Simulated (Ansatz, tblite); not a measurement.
# The cluster Sn₂O₄+: rung by rung

One table from this session's results is given with a row withheld; the runs are named, their logs left out.

Program: Ansatz 0.2.0, Gaussian basis. Level of theory: as each input shows. These are calculated values, not measurements.

Plan: GFN1-xTB, GFN2-xTB, PBE-D4/def2-TZVP, r2SCAN-D4/def2-TZVP, ωB97X-V/def2-TZVP, B3LYP-D4/def2-TZVP, PBE-D4/def2-SVP, PBE0-D4/def2-SVP, CCSD(T)/def2-SVP, MP2/def2-TZVP, RPA/def2-TZVP.

4 further runs of the same task are left out: 4 set aside as unsound or not needed. Runs told in other sessions of the task aren't counted.

## The relaxed structure

The doublet was relaxed beforehand with PBE-D4/def2-SVP. At that level it is the lowest of the isomers that a small search found.

6 atoms, charge 1, spin multiplicity 2.

Bond lengths: Sn1–O4 2.007 Å, Sn1–O6 2.233 Å, Sn2–O3 2.233 Å, Sn2–O4 2.007 Å, O3–O5 1.351 Å, O5–O6 1.351 Å. Angles: O4–Sn1–O6 88.9°, O3–Sn2–O4 88.9°, Sn2–O3–O5 120.2°, Sn1–O4–Sn2 138.2°, O3–O5–O6 114.6°, Sn1–O6–O5 120.3°.

Sn takes a core potential in the def2 sets. No spin-orbit coupling is included. The ion is computed in the gas phase, without counter-ions or solvent.

PBE0-D4/def2-TZVP was run before; its log isn't repeated, and its numbers join the tables.

Set-up of the first run:

Tight binding, by tblite at 300 K electronic temperature and without a spin-polarisation term:

```python
tblite.interface.Calculator('GFN1-xTB', numbers, positions, charge=1, uhf=1).singlepoint()
```

Tight binding, by tblite at 300 K electronic temperature and without a spin-polarisation term:

```python
tblite.interface.Calculator('GFN2-xTB', numbers, positions, charge=1, uhf=1).singlepoint()
```

start.molden holds the orbitals of an earlier run on this state, given as this run's starting guess.

The input, in.yaml:

```yaml
crystal:
  periodic: [false, false, false]
  atoms:
    - {symbol: Sn, position_ang: [1.857708, 0.445751, 0.951357]}
    - {symbol: Sn, position_ang: [-0.576879, 0.842495, -1.874398]}
    - {symbol: O, position_ang: [-1.553865, -0.279131, -0.208632]}
    - {symbol: O, position_ang: [1.181983, 0.639434, -0.928753]}
    - {symbol: O, position_ang: [-0.831464, -1.125343, 0.557597]}
    - {symbol: O, position_ang: [-0.077473, -0.523215, 1.502819]}
basis:
  gaussian: {orbitals: def2-TZVP, initial_orbitals: start.molden}
total_charge: 1
magnetization: {spin_polarized: true, initial_magnetization: 1}
hamiltonian: {xc: pbe, dispersion: d4}
scf: {omitted_lower_state_checks: [starts]}
output: {forces: true, orbitals: {seedname: orbitals}}
```

The run is started by

```console
ansatz run in.yaml --threads 4 --pin off --events-out ev --progress --plain --max-ram 4787MiB
```

Steps of the session up to this table: PBE-D4/def2-TZVP; r2SCAN-D4/def2-TZVP; ωB97X-V/def2-TZVP; B3LYP-D4/def2-TZVP; PBE-D4/def2-SVP; PBE0-D4/def2-SVP; CCSD(T)/def2-SVP; MP2/def2-TZVP; RPA/def2-TZVP.

One of the session's tables, all rows but one given; the rest of the session is left out.

It belongs to the step «Levels side by side». 

```
              level  HOMO (eV)  LUMO (eV)  gap (eV)
    PBE-D4/def2-SVP     -10.70      -9.65      1.04
   PBE-D4/def2-TZVP     -10.76      -9.69      1.07
r2SCAN-D4/def2-TZVP          ?          ?         ?
 B3LYP-D4/def2-TZVP     -12.27      -8.98      3.29
   PBE0-D4/def2-SVP     -12.53      -8.70      3.83
  PBE0-D4/def2-TZVP     -12.55      -8.68      3.87
  ωB97X-V/def2-TZVP     -14.76      -6.51      8.25
```

**Question.** Estimate the row for r2SCAN-D4/def2-TZVP.

As computed: HOMO (eV): -11.26; LUMO (eV): -9.62; gap (eV): 1.65. In the column «HOMO (eV)» it lies between B3LYP-D4/def2-TZVP (-12.27) and PBE-D4/def2-TZVP (-10.76).
